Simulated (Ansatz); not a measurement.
Predict the output of the script below (the Ansatz DFT code, driven from Python).

The script, `mgcds2_edit.py`:
```python
# -*- coding: utf-8 -*-
"""Keys set on an Input object, for MgCdS2."""

import warnings

import ansatz as az
import numpy as np
import pandas as pd

warnings.simplefilter("ignore", az.DeckWarning)

vectors = np.array([
    [3.807676, 0.0, 0.0],
    [0.0, 3.807676, 0.0],
    [0.0, 0.0, 5.385704],
])
system = (
    az.Lattice.of(vectors)
    .atom("Mg", [0.5, 0.5, 0.5])
    .atom("Cd", [0.0, 0.0, 0.0])
    .atom("S", [0.0, 0.0, 0.5])
    .atom("S", [0.5, 0.5, 0.0])
)

job = (
    system.calculation()
    .functional("pbesol")
    .accuracy("medium")
    .kpoints(4, 4, 3)
    .occupations(az.OccupationsMethod.FERMI_DIRAC, width=0.01)  # the run then minimises F = E - TS
    .band_table()  # levels at the mesh points
)
typed = job.input()
rows = []
for value in [0.1, 0.3, 0.6]:
    edited = typed.set(az.key.scf.mixing.beta, value)
    data = az.Session.from_dict(edited).plan().execute().report
    rows.append((value, data["free_energy_ev"], data["n_iterations"], len(data["eigenvalues_ev"][0]) if "eigenvalues_ev" in data else 0))
print(pd.DataFrame(rows, columns=["beta", "F eV", "iterations", "bands listed"]).round(4).to_string(index=False))
```

```console
$ python mgcds2_edit.py
 beta        F eV  iterations  bands listed
  0.1 -11869.8077           7            26
  0.3 -11869.8077           6            26
  0.6 -11869.8077           6            26
```

Caveats:
- These settings explore the input space; cutoff and mesh may be short of convergence.
- The gap on the mesh is very small: a semilocal functional closes or nearly closes the gap of many narrow semiconductors.
- This cell is a computed structure, which may not be the phase found in nature.
- Wall time of the script: 4.8 s on 1 thread of Arm Neoverse V2 (shared host), peak memory 0.42 GiB.

(A comment or docstring line of the script was reworded after the run, the code is as it ran; lines on the test bed's own set-up are left out of the output.)
